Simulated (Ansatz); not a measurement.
**LaMnFeGe2: a single-point run**

The task is a single-point run on LaMnFeGe2. The structure is shown as the input types it.

Program: Ansatz 0.2.0. Level of theory: DFT r2SCAN, scalar-relativistic, plane waves, PAW; settings changed (as first typed). These are calculated values, not measurements.

1 further run of the same task is left out (set aside as unsound or not needed). Runs told in other sessions of the task aren't counted.

## (1) Starting point

The structure is tetragonal, space group I-4m2 (No. 119). Conventional cell: a = 4.234 Å, b = 4.234 Å, c = 10.529 Å, α = 90.00°, β = 90.00°, γ = 90.00°. La (site symmetry -4m2) has 8 Ge at 3.28 Å and 4 Mn at 3.38 Å and 4 Fe at 3.38 Å in its first shell of neighbours. Around Mn (site symmetry -4m2) lie 4 Ge at 2.48 Å. Around Fe (site symmetry -4m2) lie 4 Ge at 2.48 Å. Ge (site symmetry 2mm) is surrounded by 2 Mn at 2.48 Å and 2 Fe at 2.48 Å and 1 Ge at 2.67 Å.

As a file:

```cif
data_structure
_symmetry_space_group_name_H-M 'I-4m2'
_symmetry_Int_Tables_number 119
_cell_length_a 4.2336
_cell_length_b 4.2336
_cell_length_c 10.5293
_cell_angle_alpha 90.000
_cell_angle_beta 90.000
_cell_angle_gamma 90.000
_cell_volume 188.72
loop_
_atom_site_label
_atom_site_type_symbol
_atom_site_symmetry_multiplicity
_atom_site_Wyckoff_symbol
_atom_site_fract_x
_atom_site_fract_y
_atom_site_fract_z
_atom_site_occupancy
La1 La 2 a 0.00000 0.00000 0.00000 1
Mn1 Mn 2 c 0.50000 0.00000 0.75000 1
Fe1 Fe 2 d 0.00000 0.50000 0.75000 1
Ge1 Ge 4 e 0.00000 0.00000 0.62667 1
```

## (2) Input and run

input.yaml

```yaml
crystal:
  lattice:
    - [-4.2336416806, -4.2336416806, 0.0]
    - [4.2336416806, -4.2336416806, 0.0]
    - [0.0, 0.0, 10.5292967759]
  atoms:
    - { symbol: La, position: [0.5, 0.5, 0.0] }
    - { symbol: La, position: [0.5, 0.0, 0.5] }
    - { symbol: La, position: [1.0, 0.0, 0.0] }
    - { symbol: La, position: [1.0, 0.5, 0.5] }
    - { symbol: Mn, position: [0.25, 0.75, 0.25], spin: 4.01 }
    - { symbol: Mn, position: [0.25, 0.25, 0.75], spin: 4.01 }
    - { symbol: Mn, position: [0.75, 0.25, 0.25], spin: 4.01 }
    - { symbol: Mn, position: [0.75, 0.75, 0.75], spin: 4.01 }
    - { symbol: Fe, position: [0.25, 0.25, 0.25], spin: -2.56 }
    - { symbol: Fe, position: [0.25, 0.75, 0.75], spin: -2.56 }
    - { symbol: Fe, position: [0.75, 0.75, 0.25], spin: -2.56 }
    - { symbol: Fe, position: [0.75, 0.25, 0.75], spin: -2.56 }
    - { symbol: Ge, position: [0.5, 0.5, 0.6266716291] }
    - { symbol: Ge, position: [0.5, 0.0, 0.1266716291] }
    - { symbol: Ge, position: [1.0, 0.0, 0.6266716291] }
    - { symbol: Ge, position: [1.0, 0.5, 0.1266716291] }
    - { symbol: Ge, position: [0.0, 0.5, 0.8733283709] }
    - { symbol: Ge, position: [0.0, 0.0, 0.3733283709] }
    - { symbol: Ge, position: [0.5, 0.0, 0.8733283709] }
    - { symbol: Ge, position: [0.5, 0.5, 0.3733283709] }
basis:
  ecutwfc: 500
  xc_grid: 3
kpoints:
  mp_grid: { grid: [4, 4, 2], shift: [0.5, 0.5, 0.5], kspacing: 0.3 }
hamiltonian:
  xc: r2scan
scf:
  occupations: { method: gaussian, width: 0.05 }
  lower_state_search: "off"
  max_iter: 100
output:
  forces: true
  eigenvalues: true
  stress: true
magnetization:
  spin_polarized: true
```

The run is started by

```sh
$ ansatz run input.yaml --threads 8 --pin off --max-ram 14336MiB --backend cpu --events-out ev --progress --plain --runs-dir out
```

**Question.** How will this run end, and is anything wrong with its input?

The run ended at the input check. Its message: «invalid value for `kpoints.mp_grid.kspacing`: mutually exclusive with `grid` — set one or the other»

Look at the input: kpoints.mp_grid.kspacing is 0.3. No mesh follows from the k-point block as it stands.

What to do: delete kpoints.mp_grid.kspacing.
